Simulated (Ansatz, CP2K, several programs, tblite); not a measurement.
Energy against volume for MgGeSb₂ as one 8-atom ordering (P-4m2) on the zincblende lattice, at fixed shape and fractional coordinates, computed by several methods (PBE and r2SCAN, where shown, with plane waves in Ansatz); the cell shown is that of r2SCAN. With free coordinates or axes held, a curve is too stiff, and on another method's shape its minimum isn't the method's own volume. Space group P-4m2 (No. 115), tetragonal; conventional cell a = 4.433 Å, c = 13.005 Å, 31.95 Å³ an atom. Around Mg lie 4 Sb at 2.78–2.83 Å; around Sb lie 4 Mg at 2.78 Å; around Sb lie 2 Ge at 2.68 Å and 2 Mg at 2.83 Å; around Ge lie 4 Sb at 2.68–2.71 Å; around Sb lie 4 Ge at 2.71 Å. The calculation is spin-unpolarised, and the structure need not be a phase that has been made. Energies count from each curve's lowest point; fits are third-order Birch-Murnaghan.

```cif
data_structure
_symmetry_space_group_name_H-M 'P 1'
_symmetry_Int_Tables_number 1
_cell_length_a 4.4329
_cell_length_b 4.4329
_cell_length_c 13.0054
_cell_angle_alpha 90.000
_cell_angle_beta 90.000
_cell_angle_gamma 90.000
_cell_volume 255.56
loop_
_atom_site_label
_atom_site_type_symbol
_atom_site_fract_x
_atom_site_fract_y
_atom_site_fract_z
_atom_site_occupancy
Mg1 Mg 0.50000 0.00000 0.87131 1
Sb1 Sb 0.50000 0.50000 0.00000 1
Mg2 Mg 0.00000 0.50000 0.12869 1
Sb2 Sb 0.00000 0.00000 0.26375 1
Ge1 Ge 0.50000 0.00000 0.38013 1
Sb3 Sb 0.50000 0.50000 0.50000 1
Ge2 Ge 0.00000 0.50000 0.61987 1
Sb4 Sb 0.00000 0.00000 0.73625 1
```

Problem. PBE, on the shape of its own relaxed cell, gives
```
V (Å³/atom)  E (meV/atom)
     30.954         15.29
     31.942          3.62
     32.930          0.00
     33.918          3.24
     34.906         12.33
```
What equilibrium volume and bulk modulus follow?

Solution. V₀ = 32.93 Å³ an atom and B₀ = 37 GPa.

PBE/SZV (CP2K), on the shape of the cell shown:

| V (Å³/atom) | E (meV/atom) |
| --- | --- |
| 28.112 | 130.33 |
| 30.029 | 44.93 |
| 31.945 | 5.66 |
| 33.862 | 0.00 |
| 35.779 | 22.98 |

V₀ = 33.19 Å³ an atom and B₀ = 43 GPa.

r2SCAN, on the shape of its own relaxed cell:
```csv
V (Å³/atom),E (meV/atom)
30.029,16.73
30.987,3.96
31.945,0.00
32.904,3.60
33.862,13.64
```
V₀ = 31.94 Å³ an atom and B₀ = 42 GPa.

Problem. GFN1-xTB (tblite), on the shape of the cell shown, as a cluster of 32 atoms at the zone centre, gives
```
V (Å³/atom)  E (meV/atom)
     28.112         47.59
     30.029          0.00
     31.945          1.38
     33.862         36.58
     35.779         94.62
```
What equilibrium volume and bulk modulus follow?

Solution. V₀ = 30.89 Å³ an atom and B₀ = 55 GPa.

PBE/DZVP (CP2K), on the shape of the cell shown:
```
V (Å³/atom)  E (meV/atom)
     28.112        136.36
     30.029         52.03
     31.945          9.99
     33.862          0.00
     35.779         18.19
```
V₀ = 33.50 Å³ an atom and B₀ = 41 GPa.
